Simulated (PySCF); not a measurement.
# N2Yb (Yb(N2)3+): the cost of one run

The runs use PySCF 2.14.0; BP86, Yb lcecp-1-SVP with ECP59, N def2-SVP; scalar-relativistic core potentials, no spin–orbit coupling.

3 further runs of the same task are left out: 2 for a known fault of the program, 1 that didn't finish.

## Step 1: Starting geometry

3 atoms, charge 3, spin multiplicity 1.

Bond lengths: Yb1–N2 2.318 Å, N2–N3 1.125 Å. Angles: Yb1–N2–N3 180.0°.

Coordinates:

```xyz
3
N2Yb
Yb    0.00000    0.00000   -0.36858
N     0.00000    0.00000    1.94923
N     0.00000    0.00000    3.07427
```

Formal oxidation states: Yb +3. Each metal's 13 4f electrons lie in its core potential, so multiplicities, spins and levels count the valence alone. An earlier session relaxed this geometry at BP86, Yb lcecp-1-SVP with ECP59, N def2-SVP (singlet, point group C∞v).

Its energy there is -147.431234 Eh.

## Step 2: Atoms moved at random, σ = 0.03 Å

run.py (the lines that set the calculation)

```python
mol = gto.M(atom='''
Yb    -0.02735    -0.03178    -0.34258
N      0.01016    -0.00425     1.94250
N      0.01720     0.03603     3.05500''',
    basis={'Yb': 'lcecp-1-SVP', 'N': 'def2-SVP'},
    ecp={'Yb': 'lcecp-1-SVP'},
    charge=3, spin=0)
mf = dft.RKS(mol, xc='B88,P86')
mf.grids.atom_grid = (50, 194)  # f atoms: unpruned, at least (60, 302)
mf = mf.density_fit()  # fitting sets: Yb AutoAux, N def2-universal-JKFIT
mf.conv_tol = 1e-08; mf.max_cycle = 55
mf.kernel(dm0)  # dm0: the density of the relaxed state
```

Run with:

```bash
$ OMP_NUM_THREADS=2 python run.py
```

**Question.** How long does this run take on 2 threads of Intel Xeon 6975P-C (Granite Rapids), shared host?

About 1.1 s.
